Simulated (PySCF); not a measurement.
**A diatomic session: CBr+**

One table from this session's results is given with a row withheld; the runs are named, their logs left out.

Computed with PySCF 2.14.0. Level: C cc-pVTZ, Br cc-pVTZ-PP with ECP10, scalar-relativistic core potentials.

Set-up of the first run:

A driver script around PySCF takes these settings:

- atoms: C, Br
- charge: 1
- basis: C cc-pVTZ, Br cc-pVTZ-PP with ECP10
- Hamiltonian: scalar-relativistic core potentials
- basis functions: 69
- electrons treated: 30
- masses in u: 12.0000, 78.9183
- levels: PBE0, PBE, r²SCAN, PW91, B3LYP, PBEsol, LC-ωPBE, HF, MP2, SCS-MP2, CCSD, CCSD(T)
- grid: 80 radial by 434 angular points
- occupations: held fixed by the projection of orbital angular momentum
- dissociation limit: C+ + Br, each in its ground configuration
- starting distance in angstrom: 1.925
- values of 2S to try: 0, 2

The run is started by

```
$ OMP_NUM_THREADS=1 python dia.py task.json out
```

Among the steps run: The job; The PBE0 curve of the state that the search chose; Higher solutions at PBE0; PBE (GGA); r²SCAN; PW91; B3LYP; PBEsol (GGA); LC-ωPBE (range-separated hybrid); RHF (mean field); Adding correlation.

One of the session's tables, all rows but one given; the rest of the session is left out.

It belongs to the step «Constants by level of theory». 

| level | Re (Å) | ωe (cm⁻¹) | De (eV) |
| --- | --- | --- | --- |
| RHF | 1.678 | 1041 | 3.60 |
| RHF-MP2 | 1.681 | 1043 | 6.23 |
| RHF-SCS-MP2 | 1.684 | 1034 | 5.95 |
| RHF-CCSD | ? | ? | ? |
| RHF-CCSD(T) | 1.704 | 966 | 6.03 |
| PBE | 1.718 | 931 | 6.95 |
| PBEsol | 1.711 | 945 | 7.25 |
| PW91 | 1.717 | 930 | 6.95 |
| r²SCAN | 1.702 | 965 | 6.50 |
| B3LYP | 1.703 | 961 | 6.18 |
| PBE0 | 1.694 | 992 | 6.31 |
| LC-ωPBE | 1.671 | 1055 | 5.97 |

**Question.** Estimate the row for RHF-CCSD.

**Answer.** Re (Å): 1.690; ωe (cm⁻¹): 1007; De (eV): 5.64. In the column «Re (Å)» it lies between RHF-SCS-MP2 (1.684) and PBE0 (1.694).

De is counted to C+ + Br in their ground configurations.
